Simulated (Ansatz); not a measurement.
**CHClGeN radical: basis-set convergence**

One table from this session's results is given with a row withheld; the runs are named, their logs left out.

Method: one geometry, several basis sets; program: Ansatz 0.2.0, Gaussian basis.

Plan: PBE0-D4/def2-SVP; ωB97M-V/def2-SVP; PBE0-D4/def2-QZVPP; ωB97M-V/def2-QZVPP; the functionals' def2-TZVPP values are taken from earlier runs.

## The relaxed structure

The geometry comes from an earlier relaxation with PBE0-D4 in a triple-zeta def2 set; it is a stationary point.

5 atoms, charge 0, spin multiplicity 2.

Atoms are counted from 1 here; the program's logs count them from 0.

Bond lengths: N1–C2 1.154 Å, C2–Ge3 1.921 Å, Ge3–Cl4 2.137 Å, Ge3–H5 1.541 Å. Angles: N1–C2–Ge3 174.4°, C2–Ge3–Cl4 106.6°, C2–Ge3–H5 108.7°, Cl4–Ge3–H5 109.7°.

The first run:

Input file in.yaml:

```yaml
crystal:
  periodic: [false, false, false]
  atoms:
    - {symbol: N, position_ang: [1.297373, -1.378073, 1.389160]}
    - {symbol: C, position_ang: [0.759016, -0.696599, 0.629947]}
    - {symbol: Ge, position_ang: [-0.000239, 0.395983, -0.755515]}
    - {symbol: Cl, position_ang: [-2.017685, -0.260188, -1.015456]}
    - {symbol: H, position_ang: [0.011434, 1.865177, -0.289538]}
basis:
  gaussian: {orbitals: def2-SVP}
magnetization: {spin_polarized: true, initial_magnetization: 1}
hamiltonian: {xc: pbe0, dispersion: d4}
output: {orbitals: {seedname: orbitals}}
```

On the command line:

```console
$ ansatz run in.yaml --threads 4 --pin off --events-out ev --progress --plain --max-ram 10444MiB
```

Among the steps run: PBE0-D4 in def2-SVP; ωB97M-V in def2-SVP; PBE0-D4 in def2-QZVPP; ωB97M-V in def2-QZVPP.

One table of the session follows, with a row left open; its other results are not shown here.

It belongs to the step «Functionals by basis». 

| functional | basis | HOMO (eV) | LUMO (eV) |
| --- | --- | --- | --- |
| PBE0-D4 | def2-SVP | -7.41 | -4.15 |
| PBE0-D4 | def2-TZVPP | ? | ? |
| PBE0-D4 | def2-QZVPP | -7.54 | -4.26 |
| ωB97M-V | def2-SVP | -9.36 | -2.27 |
| ωB97M-V | def2-TZVPP | -9.50 | -2.42 |
| ωB97M-V | def2-QZVPP | -9.54 | -2.48 |

Estimate the missing values for PBE0-D4, def2-TZVPP.

The run gave: HOMO (eV): -7.52; LUMO (eV): -4.24. In the column «HOMO (eV)» it lies between PBE0-D4, def2-QZVPP (-7.54) and PBE0-D4, def2-SVP (-7.41).
